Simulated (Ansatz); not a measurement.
**TiCl+ (triplet): from Hartree-Fock to the top rungs, def2-SVP**

An exercise on one series of results from a longer session: the logs are not shown, and one member is left open.

Computed with Ansatz 0.2.0, Gaussian basis. Level: def2-SVP, core rule «outside noble gas», up to 14 orbitals frozen.

The runs, in order: UHF; CCSD(T) on ROHF; CCSD(T) on UHF; CISD; CCSDT(Q) on ROHF; CCSDT(Q) on UHF.

25 further runs of the same task are left out: 10 for a known fault of the program, 6 that didn't finish, 9 set aside as unsound or not needed.

## The geometry

The geometry is a PBE0/def2-TZVP stationary point (not a proven minimum) of the parent state, kept for this charge and spin.

2 atoms, charge 1, spin multiplicity 3.

Atoms are counted from 1 here; the program's logs count them from 0.

Bond lengths: Ti1–Cl2 2.208 Å.

Set-up of the first run:

in.yaml reads:

```yaml
crystal:
  periodic: [false, false, false]
  atoms:
    - {symbol: Ti, position_ang: [0.000000, 0.000000, 0.000000]}
    - {symbol: Cl, position_ang: [0.000000, 0.000000, 2.208423]}
basis:
  gaussian: {orbitals: def2-SVP}
total_charge: 1
magnetization: {spin_polarized: true, initial_magnetization: 2}
hamiltonian: {xc: hf}
output: {orbitals: {seedname: orbitals}}
```

Run with:

```bash
$ ansatz run in.yaml --threads 1 --pin off --events-out ev --progress --plain --max-ram 2393MiB
```

Among the steps run: UHF; CCSD(T) on ROHF; CCSD(T) on UHF; CISD; CCSDT(Q) on ROHF; CCSDT(Q) on UHF.

One of the session's tables, all rows but one given; the rest of the session is left out.

It belongs to the step «Misses and costs». 

```
   method  from RCCSDT(Q) (meV)
     ROHF                     ?
      UHF               +4821.4
     RMP2                +649.0
     UMP2                +575.9
    RCCSD                +197.3
    UCCSD                +135.0
 RCCSD(T)                 +55.4
 UCCSD(T)                  -3.9
   RCCSDT                 +17.4
   UCCSDT                 -29.6
RCCSDT(Q)                     0
UCCSDT(Q)                 -48.4
```

**Question.** Estimate the row for ROHF.

As computed: from RCCSDT(Q) (meV): +4905.8. In the column «from RCCSDT(Q) (meV)» it is the highest.

Not comparable, so not listed: CISD (they don't share determinant, frozen orbitals or solution with the rows shown, or repeat one).

Limits of these values: Restricted and unrestricted rows rest on different reference determinants; where their highest levels disagree by more than a few hundredths of an eV, they describe different states and don't form one ladder.
